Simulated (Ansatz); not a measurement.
# Alloy of KMgF3 and KZnF3 (6 of 8 Mg sites exchanged), 40 atoms

How does this alloy cell relax, and what gap do PBEsol and HSE06 give?

Method: density functional theory in Ansatz 0.2.0, PAW datasets, plane waves.

## Step 1: Starting point

40 atoms (8 K, 2 Mg, 6 Zn, 24 F); a = 8.081 Å, b = 8.081 Å, c = 8.081 Å, α = 90.00°, β = 90.00°, γ = 90.00°. All atoms were shaken off their sites by about 0.02 Å along each axis.

Steps to follow: (2) PBEsol cell relaxation at the single k point (¼, ¼, ¼), on 7 threads of Arm Neoverse-V2; (3) HSE06 single point at the Γ point alone, on 7 threads of Arm Neoverse-V2.

## Step 2: Relaxing cell and atoms with PBEsol

Input file in.yaml:

```yaml
crystal:
  lattice:
    - [8.081349, 0.000000, 0.000000]
    - [0.000000, 8.081349, 0.000000]
    - [0.000000, 0.000000, 8.081349]
  atoms:
    - { symbol: K, position: [0.000118, 0.997506, 0.000323] }
    - { symbol: K, position: [0.996894, 0.005411, 0.502066] }
    - { symbol: K, position: [0.998781, 0.496545, 0.002579] }
    - { symbol: K, position: [0.001653, 0.500838, 0.501992] }
    - { symbol: K, position: [0.498840, 0.999348, 0.995186] }
    - { symbol: K, position: [0.502535, 0.000586, 0.496067] }
    - { symbol: K, position: [0.499368, 0.501575, 0.997698] }
    - { symbol: K, position: [0.498588, 0.492761, 0.498778] }
    - { symbol: Mg, position: [0.246531, 0.252797, 0.246978] }
    - { symbol: Mg, position: [0.750016, 0.248599, 0.249009] }
    - { symbol: Zn, position: [0.251028, 0.247791, 0.748537] }
    - { symbol: Zn, position: [0.251253, 0.748599, 0.249890] }
    - { symbol: Zn, position: [0.249102, 0.749201, 0.745369] }
    - { symbol: Zn, position: [0.751488, 0.247345, 0.748572] }
    - { symbol: Zn, position: [0.749800, 0.752613, 0.254716] }
    - { symbol: Zn, position: [0.750201, 0.751609, 0.748886] }
    - { symbol: F, position: [0.254489, 0.251830, 0.003766] }
    - { symbol: F, position: [0.250471, 0.249973, 0.503192] }
    - { symbol: F, position: [0.252664, 0.747987, 0.001489] }
    - { symbol: F, position: [0.247907, 0.744448, 0.497258] }
    - { symbol: F, position: [0.747458, 0.246503, 0.999480] }
    - { symbol: F, position: [0.751539, 0.251041, 0.497731] }
    - { symbol: F, position: [0.751912, 0.747905, 0.005567] }
    - { symbol: F, position: [0.750931, 0.751536, 0.501381] }
    - { symbol: F, position: [0.005196, 0.246724, 0.250880] }
    - { symbol: F, position: [0.996932, 0.251906, 0.751389] }
    - { symbol: F, position: [0.999710, 0.750008, 0.247341] }
    - { symbol: F, position: [0.003112, 0.749582, 0.753071] }
    - { symbol: F, position: [0.500815, 0.245445, 0.253488] }
    - { symbol: F, position: [0.497145, 0.250087, 0.745770] }
    - { symbol: F, position: [0.500186, 0.744300, 0.252104] }
    - { symbol: F, position: [0.496946, 0.747390, 0.745094] }
    - { symbol: F, position: [0.251910, 0.001217, 0.248776] }
    - { symbol: F, position: [0.248994, 0.004758, 0.747657] }
    - { symbol: F, position: [0.252921, 0.503085, 0.252017] }
    - { symbol: F, position: [0.248327, 0.497623, 0.751683] }
    - { symbol: F, position: [0.746110, 0.998105, 0.244209] }
    - { symbol: F, position: [0.752298, 0.999494, 0.748659] }
    - { symbol: F, position: [0.749614, 0.497909, 0.250253] }
    - { symbol: F, position: [0.751376, 0.498223, 0.749964] }
  symmetry: { detect: false }
kpoints:
  mp_grid: { grid: [1, 1, 1], shift: [0.25, 0.25, 0.25] }
hamiltonian:
  xc: pbesol
scf:
  occupations: { method: fermi_dirac, width: 0.01 }
relax:
  f_tol: 0.03
  max_steps: 80
  escape_saddle: false
  adjacent_minimum: "off"
  cell: { fix: [shape] }
output:
  forces: true
  eigenvalues: true
  populations: true
```

The run is started by

```
$ ansatz run in.yaml --threads 7 --pin off --max-ram 13300MiB --runs-dir r --events-out ev --progress --plain
```

Further steps of the session: Single point with HSE06.

Q: Predict the outcome of this session. Wanted: for each run, top filled to lowest empty.

As calculated:

```
             level                  time   k points  top filled to lowest empty (eV)
PBEsol, relaxation  20 s (7 CPU threads)  (¼, ¼, ¼)                             5.19
             HSE06  49 s (7 CPU threads)          Γ                             6.71
```

| quantity | value |
| --- | --- |
| relaxation | 6 recorded steps, 0.17 eV gained |
| largest shift | 0.07 Å (F37 and others alike) |
| relaxed cell | a = 8.077 Å, b = 8.077 Å, c = 8.077 Å, α = 90.00°, β = 90.00°, γ = 90.00° |
| mean bonds | F–K 2.856, F–Mg 2.004, F–Zn 2.024 Å |

The relaxation lowers the energy by 0.17 eV; the largest shift is 0.07 Å (F37 and others alike), while the volume changes by -0.2 %. The mean lengths of the listed bonds run from F–Mg 2.00 Å to F–K 2.86 Å. Rows on different k points differ by sampling as well as by level. With one k point the spacing samples only the states that fold onto it, so it can exceed the gap over the zone.
